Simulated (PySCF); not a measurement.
# C₂H₁₀NSi+: fields and orbitals

Aim: take C₂H₁₀NSi+ and compute its lowest excited states, see where an electron leaves and enters and measure its response to a uniform field.

The runs use PySCF 2.14.0; levels as typed in each script, gas phase, geometry from GFN2-xTB.

## Step 1: The starting structure

14 atoms, charge 1, spin multiplicity 1.

Bond lengths: C1–Si2 1.879 Å, C1–H5 1.088 Å, C1–H6 1.088 Å, C1–H7 1.087 Å, Si2–C3 1.960 Å, Si2–H8 1.467 Å, Si2–H9 1.466 Å, C3–N4 1.492 Å, C3–H10 1.086 Å, C3–H11 1.088 Å, N4–H12 1.027 Å, N4–H13 1.028 Å, N4–H14 1.027 Å. Angles: Si2–C1–H5 111.7°, Si2–C1–H6 111.7°, Si2–C1–H7 110.8°, H5–C1–H6 107.7°, H5–C1–H7 107.4°, H6–C1–H7 107.4°, C1–Si2–C3 107.9°, C1–Si2–H8 116.1°, C1–Si2–H9 116.1°, C3–Si2–H8 102.2°, C3–Si2–H9 102.3°, H8–Si2–H9 110.3°, Si2–C3–N4 111.5°, Si2–C3–H10 111.1°, Si2–C3–H11 110.9°, N4–C3–H10 108.1°, N4–C3–H11 108.0°, H10–C3–H11 107.1° and more.

Coordinates:

```
C    -2.1979    0.4496   -0.0003
Si   -0.6132   -0.5607    0.0000
C     0.8980    0.6875    0.0006
N     2.2041   -0.0342   -0.0002
H    -2.2680    1.0866   -0.8789
H    -2.2674    1.0881    0.8784
H    -3.0697   -0.1995    0.0005
H    -0.3567   -1.3581    1.2044
H    -0.3574   -1.3602   -1.2019
H     0.8708    1.3336    0.8731
H     0.8702    1.3321   -0.8759
H     2.2656   -0.6335    0.8309
H     3.0038    0.6126   -0.0003
H     2.2650   -0.6349   -0.8313
```

## Step 2: Excited states (CAM-B3LYP/cc-pvdz)

File input.py:

```python
import numpy as np
from pyscf import gto, scf, dft, tdscf
from pyscf.scf import atom_ks, atom_hf
from scipy.linalg import block_diag

def solve(mol, dm0=None, hcore=None):
    mf = (dft.UKS if mol.spin else dft.RKS)(mol, xc='camb3lyp')
    mf.grids.level = 3
    mf = mf.density_fit(auxbasis='def2-universal-jkfit')
    mf.conv_tol, mf.max_cycle = 1e-8, 80
    if hcore is not None:
        mf.get_hcore = lambda *args: hcore
    mf.kernel(dm0)
    if not mf.converged:
        mf = mf.newton().run(mf.mo_coeff, mf.mo_occ, max_cycle=30)
    assert mf.converged, 'SCF not converged'
    return mf

mol = gto.M(atom='''
C     -2.19793     0.44958    -0.00027
Si    -0.61323    -0.56071     0.00002
C      0.89795     0.68750     0.00058
N      2.20413    -0.03418    -0.00020
H     -2.26796     1.08665    -0.87886
H     -2.26743     1.08813     0.87841
H     -3.06972    -0.19946     0.00054
H     -0.35671    -1.35815     1.20439
H     -0.35745    -1.36018    -1.20188
H      0.87076     1.33359     0.87312
H      0.87023     1.33211    -0.87588
H      2.26555    -0.63353     0.83094
H      3.00380     0.61255    -0.00033
H      2.26504    -0.63493    -0.83125
''', basis='cc-pvdz', charge=1, spin=0, verbose=4)
mf = solve(mol)
td = mf.TDA()
td.nstates, td.singlet, td.conv_tol = 6, True, 1e-5
td.kernel()
td.analyze()
x, y = np.array([p[0] for p in td.xy]), np.array([p[1] + 0 * p[0] for p in td.xy])
f, mu = td.oscillator_strength(), td.transition_dipole()
nto = [td.get_nto(state=i + 1, verbose=4) for i in range(len(td.e))]
# spherically averaged free atoms, for the promolecule
atm = atom_ks.get_atm_nrks(mol, xc='camb3lyp')
pro = block_diag(*[(atm[a[0]][2] * atm[a[0]][3]) @ atm[a[0]][2].T for a in mol._atom])
np.savez('result.npz', e=td.e, f=f, ok=td.converged, w=[n[0] for n in nto], nto=[n[1] for n in nto], x=x, y=y, c=mf.mo_coeff, occ=mf.mo_occ, eps=mf.mo_energy, pro=pro, mu=mu)
```

The run is started by

```
$ OMP_NUM_THREADS=1 python input.py
```

## Step 4: Removing and adding an electron (HF/def2-svpd)

File input.py:

```python
import numpy as np
from pyscf import gto, scf, dft
from pyscf.scf import atom_ks, atom_hf
from scipy.linalg import block_diag

def solve(mol, dm0=None, hcore=None):
    mf = scf.UHF(mol) if mol.spin else scf.RHF(mol)
    mf = mf.density_fit(auxbasis='def2-universal-jkfit')
    mf.conv_tol, mf.max_cycle = 1e-8, 80
    if hcore is not None:
        mf.get_hcore = lambda *args: hcore
    mf.kernel(dm0)
    if not mf.converged:
        mf = mf.newton().run(mf.mo_coeff, mf.mo_occ, max_cycle=30)
    assert mf.converged, 'SCF not converged'
    return mf

mol = gto.M(atom='''
C     -2.19793     0.44958    -0.00027
Si    -0.61323    -0.56071     0.00002
C      0.89795     0.68750     0.00058
N      2.20413    -0.03418    -0.00020
H     -2.26796     1.08665    -0.87886
H     -2.26743     1.08813     0.87841
H     -3.06972    -0.19946     0.00054
H     -0.35671    -1.35815     1.20439
H     -0.35745    -1.36018    -1.20188
H      0.87076     1.33359     0.87312
H      0.87023     1.33211    -0.87588
H      2.26555    -0.63353     0.83094
H      3.00380     0.61255    -0.00033
H      2.26504    -0.63493    -0.83125
''', basis='def2-svpd', charge=1, spin=0, verbose=4)
mf = solve(mol)
out = dict(e0=mf.e_tot, dm0=mf.make_rdm1(), c=mf.mo_coeff, occ=mf.mo_occ, eps=mf.mo_energy)
for name, dq, spin in [('cation', 1, 1), ('anion', -1, 1)]:
    ion = mol.copy().set(charge=mol.charge + dq, spin=spin).build()
    mi = solve(ion)
    if spin and dq > 0 and mol.nao < 130:
        c, _, stable, _ = mi.stability(return_status=True)
        if not stable:
            mi = solve(ion, mi.make_rdm1(c, mi.mo_occ))
    print(name, 'vertical energy change / eV', (mi.e_tot - mf.e_tot) * 27.211386)
    out.update({'e_' + name: mi.e_tot, 'dm_' + name: mi.make_rdm1(), 's2_' + name: mi.spin_square()[0], 'eps_' + name: mi.mo_energy, 'occ_' + name: mi.mo_occ})
# spherically averaged free atoms, for the promolecule
atm = scf.atom_hf.get_atm_nrhf(mol)
pro = block_diag(*[(atm[a[0]][2] * atm[a[0]][3]) @ atm[a[0]][2].T for a in mol._atom])
np.savez('result.npz', pro=pro, **out)
```

## Step 6: Response to an electric field (HF/def2-tzvp)

input.py, as its differences from that of step 4:

```diff
@@ -32,14 +32,11 @@
 H      2.26504    -0.63493    -0.83125
-''', basis='def2-svpd', charge=1, spin=0, verbose=4)
+''', basis='def2-tzvp', charge=1, spin=0, verbose=4)
+field = np.array([-0.004, -0.0, -0.0])  # atomic units
+mol.set_common_orig(mol.atom_charges() @ mol.atom_coords() / mol.atom_charges().sum())
 mf = solve(mol)
-out = dict(e0=mf.e_tot, dm0=mf.make_rdm1(), c=mf.mo_coeff, occ=mf.mo_occ, eps=mf.mo_energy)
-for name, dq, spin in [('cation', 1, 1), ('anion', -1, 1)]:
-    ion = mol.copy().set(charge=mol.charge + dq, spin=spin).build()
-    mi = solve(ion)
-    if spin and dq > 0 and mol.nao < 130:
-        c, _, stable, _ = mi.stability(return_status=True)
-        if not stable:
-            mi = solve(ion, mi.make_rdm1(c, mi.mo_occ))
-    print(name, 'vertical energy change / eV', (mi.e_tot - mf.e_tot) * 27.211386)
-    out.update({'e_' + name: mi.e_tot, 'dm_' + name: mi.make_rdm1(), 's2_' + name: mi.spin_square()[0], 'eps_' + name: mi.mo_energy, 'occ_' + name: mi.mo_occ})
+out = dict(dm0=mf.make_rdm1(), d0=mf.dip_moment(unit='AU'), e0=mf.e_tot)
+for name, sign in (('p', 1), ('m', -1)):
+    h = mf.get_hcore() + sign * np.einsum('x,xij->ij', field, mol.intor('int1e_r'))
+    mi = solve(mol, mf.make_rdm1(), h)
+    out.update({'dm' + name: mi.make_rdm1(), 'd' + name: mi.dip_moment(unit='AU'), 'e' + name: mi.e_tot})
 # spherically averaged free atoms, for the promolecule
```

(Steps that only read results are left out.)

Before running it: what results should come out? Wanted: lowest singlet excitation; vertical electron affinity; polarisability along the field.

As calculated:

| quantity | value |
| --- | --- |
| lowest singlet excitation (CAM-B3LYP/cc-pvdz) | 7.91 eV |
| vertical electron affinity (HF/def2-svpd) | 2.60 eV |
| polarisability along the field (HF/def2-tzvp) | 60.3 bohr³ |

**Reading.** All values hold at the given geometry, in the gas phase.
